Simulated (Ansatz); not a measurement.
# CH6BNS: two geometries relaxed

Program: Ansatz 0.2.0. Level of theory: RHF/def2-SVP. These are calculated values, not measurements.

## Step 1: Starting point

Bond lengths: C1–N2 1.415 Å, N2–B3 1.499 Å, B3–S4 1.946 Å, C1–H5 1.110 Å, C1–H6 1.160 Å, C1–H7 1.150 Å, N2–H8 1.020 Å, B3–H9 1.248 Å, S4–H10 1.383 Å. Angles: C1–N2–B3 108.5°, C1–N2–H8 107.9°, B3–N2–H8 105.5°, N2–C1–H5 116.3°, N2–C1–H6 109.8°, N2–C1–H7 111.8°, H5–C1–H6 106.0°, H5–C1–H7 109.0°, H6–C1–H7 103.1°, N2–B3–S4 123.7°, N2–B3–H9 120.0°, S4–B3–H9 116.1°, B3–S4–H10 89.8°.

As a file:

```xyz
10

C    -1.0259    0.4537   -0.4151
N    -0.7015   -0.3995    0.6657
B     0.7797   -0.3425    0.8903
S     2.0934   -0.9619   -0.4051
H    -0.6014    0.1778   -1.4031
H    -2.1766    0.4840   -0.5597
H    -0.7632    1.5502   -0.1869
H    -0.8975   -1.3579    0.3777
H     1.2300    0.0372    1.9907
H     2.1460    0.3077   -0.9516
```

## Step 2: End point A

Input file input.yaml:

```yaml
crystal:
  periodic: [false, false, false]
  atoms:
    - { symbol: C, position_ang: [-1.0259, 0.4537, -0.4151] }
    - { symbol: "N", position_ang: [-0.7015, -0.3995, 0.6657] }
    - { symbol: B, position_ang: [0.7797, -0.3425, 0.8903] }
    - { symbol: S, position_ang: [2.0934, -0.9619, -0.4051] }
    - { symbol: H, position_ang: [-0.6014, 0.1778, -1.4031] }
    - { symbol: H, position_ang: [-2.1766, 0.484, -0.5597] }
    - { symbol: H, position_ang: [-0.7632, 1.5502, -0.1869] }
    - { symbol: H, position_ang: [-0.8975, -1.3579, 0.3777] }
    - { symbol: H, position_ang: [1.23, 0.0372, 1.9907] }
    - { symbol: H, position_ang: [2.146, 0.3077, -0.9516] }
basis:
  gaussian: { orbitals: def2-SVP }
hamiltonian:
  xc: hf
relax:
  f_tol: 0.015
  max_steps: 40
```

Command:

```console
> ansatz run input.yaml --threads 1 --pin off --max-ram 2048MiB --backend cpu --events-out ev --progress --plain --runs-dir out
```

**Question.** How long does this run take on 1 thread of Arm Neoverse V2, shared host, and how much memory does it need?

About 29 s, with a peak of 0.16 GiB.
